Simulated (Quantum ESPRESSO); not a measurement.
**SbSe2 in Quantum ESPRESSO: the effect of functional**

Sheet: SbSe2, a sheet with vacuum.

```
CELL_PARAMETERS angstrom
3.88558 0.00000 0.00000
-1.94279 3.36501 0.00000
0.00000 0.00000 30.38877
ATOMIC_POSITIONS crystal
Sb 0.00000 0.00000 0.29616
Se 0.33333 0.66667 0.24116
Se 0.66667 0.33333 0.35116
```

The cell was built by a generator and needn't be a form met in nature.

Alike in all runs:

```yaml
Program: Quantum ESPRESSO 7.5
Task: work function
Potentials_or_basis: SG15 PBE 1.2
Cutoff: 952 eV
Density_cutoff: 3810 eV
k_mesh: 8 × 8 × 1
Occupations: fermi-dirac, width 0.05 eV
Spin: no spin polarisation
```

| functional | largest force (eV/Å) | work function (eV) |
| --- | --- | --- |
| LDA | 0.38 | 5.46 |
| PBEsol | 0.25 | 5.32 |
| RPBE | 0.14 | 5.26 |
| revPBE | 0.10 | 5.25 |
| AM05 | 0.25 | 5.22 |
| BLYP | ? | ? |

Task: What does the run with functional BLYP give?

Result: Largest force 0.34 eV/Å; work function 5.12 eV.

Caveats: the potentials were made for another functional, which shifts forces and pressure.

Runs at the PBE level aren't shown here.
